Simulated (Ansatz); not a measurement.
# C2H5NOSi: a ladder of functionals and wavefunction methods

How much do the methods differ for C2H5NOSi? The plan is to run it at one geometry with functionals of several rungs and with coupled cluster. The yardstick is the atomisation energy at the CCSD(T) limit.

The runs use Ansatz 0.2.0, Gaussian basis; functionals in def2-TZVPP, the program's frozen cores in correlated methods.

The runs, in order: LDA (SPW92), PBE-D4, revPBE-D4, BLYP-D4, r2SCAN-D4, B97M-V, PBE0-D4, B3LYP-D4, r2SCANh-D4, r2SCAN0-D4, HSE06-D4, BHLYP-D4, CAM-B3LYP-D4, LC-ωPBE, ωB97X-V, ωB97M-V, B2PLYP, PBE-QIDH; CCSD(T)/def2-SVP; CCSD(T)/def2-TZVPP; MP2/def2-QZVPP; extrapolation to the limit; RPA on PBE.

## 1. The geometry

The geometry comes from an earlier relaxation with PBE0-D4 in a triple-zeta def2 set; it is a stationary point, not always the lowest conformer.

10 atoms, charge 0, spin multiplicity 1.

Atoms are counted from 1 here; the program's logs count them from 0.

Bond lengths: C1–Si2 1.843 Å, C1–H6 1.091 Å, C1–H7 1.093 Å, C1–H8 1.093 Å, Si2–N3 1.764 Å, Si2–O5 1.726 Å, Si2–H9 1.481 Å, N3–C4 1.279 Å, C4–O5 1.373 Å, C4–H10 1.092 Å. Angles: Si2–C1–H6 110.8°, Si2–C1–H7 110.0°, Si2–C1–H8 110.5°, H6–C1–H7 108.6°, H6–C1–H8 108.9°, H7–C1–H8 107.9°, C1–Si2–N3 119.0°, C1–Si2–O5 114.3°, C1–Si2–H9 112.4°, N3–Si2–O5 79.8°, N3–Si2–H9 115.8°, O5–Si2–H9 111.4°, Si2–N3–C4 83.0° and more.

## 2. LDA

This LDA is Slater exchange with PW92 correlation.

in.yaml

```yaml
crystal:
  periodic: [false, false, false]
  atoms:
    - {symbol: C, position_ang: [-1.537848, -0.368061, -0.080582]}
    - {symbol: Si, position_ang: [0.168528, -0.111122, 0.567310]}
    - {symbol: N, position_ang: [1.534654, -0.766860, -0.336488]}
    - {symbol: C, position_ang: [1.801436, 0.469337, -0.525598]}
    - {symbol: O, position_ang: [0.916140, 1.352969, 0.040232]}
    - {symbol: H, position_ang: [-1.569303, -0.216394, -1.160893]}
    - {symbol: H, position_ang: [-1.872607, -1.385722, 0.138374]}
    - {symbol: H, position_ang: [-2.237137, 0.324513, 0.395060]}
    - {symbol: H, position_ang: [0.241452, -0.255927, 2.039776]}
    - {symbol: H, position_ang: [2.637885, 0.906067, -1.074290]}
basis:
  gaussian: {orbitals: def2-TZVPP}
hamiltonian: {xc: lda}
output: {orbitals: {seedname: orbitals}}
```

After this run come: PBE-D4 (GGA); revPBE-D4 (GGA); BLYP-D4 (GGA); r2SCAN-D4 (meta-GGA); B97M-V (meta-GGA); PBE0-D4 (hybrid); B3LYP-D4 (hybrid); r2SCANh-D4 (hybrid); r2SCAN0-D4 (hybrid); HSE06-D4 (hybrid); BHLYP-D4 (hybrid); CAM-B3LYP-D4 (range-separated); LC-ωPBE (range-separated); ωB97X-V (range-separated); ωB97M-V (range-separated); B2PLYP (double hybrid); PBE-QIDH (double hybrid); CCSD(T) in def2-SVP; CCSD(T) in def2-TZVPP; MP2 in def2-QZVPP; RPA on PBE orbitals.

Before running them: what should the planned runs give, taken together? Wanted: atomisation energy, CCSD(T)/CBS; farthest beyond LDA; mean size of error, GGA; mean size of error, meta-GGA; mean size of error, hybrid; mean size of error, range-separated; mean size of error, double hybrid; gap, smallest and largest; T1 diagnostic.

The runs gave:

| quantity | value |
| --- | --- |
| atomisation energy, CCSD(T)/CBS | 957.2 kcal/mol |
| functionals within 4.8 kcal/mol (0.5 %) | revPBE-D4, BLYP-D4, r2SCAN-D4, B97M-V, PBE0-D4, B3LYP-D4, HSE06-D4, CAM-B3LYP-D4, LC-ωPBE |
| farthest beyond LDA | BHLYP-D4 (-35.3 kcal/mol) |
| mean size of error, GGA | 10.2 kcal/mol |
| mean size of error, meta-GGA | 3.3 kcal/mol |
| mean size of error, hybrid | 10.8 kcal/mol |
| mean size of error, range-separated | 4.1 kcal/mol |
| mean size of error, double hybrid | 7.4 kcal/mol |
| gap, smallest and largest | 4.96 eV (LDA (SPW92)), 12.85 eV (LC-ωPBE) |
| T1 diagnostic | 0.0142 |
| triples share of the correlation energy | 4.3 % |

What this shows: LDA overbinds by 150.0 kcal/mol (16 %). PBE-D4 is off by +27.0 kcal/mol. Double hybrids carry the basis error of their MP2 part in triple zeta, and no dispersion term here, so their miss is partly the set-up's. The rungs meta-GGA, range-separated miss on average by less than the doubt on the reference (4.8 kcal/mol), so they tie. The reference freezes the cores and leaves out relativity and excitations past (T), so misses under about 4.8 kcal/mol can't be ranked. Hartree-Fock recovers 70 % of the binding; the rest is correlation. CCSD(T) in def2-SVP is off by -65.9 kcal/mol, which most functionals beat. Orbital gaps span 5.0 to 12.9 eV; exact exchange widens them.
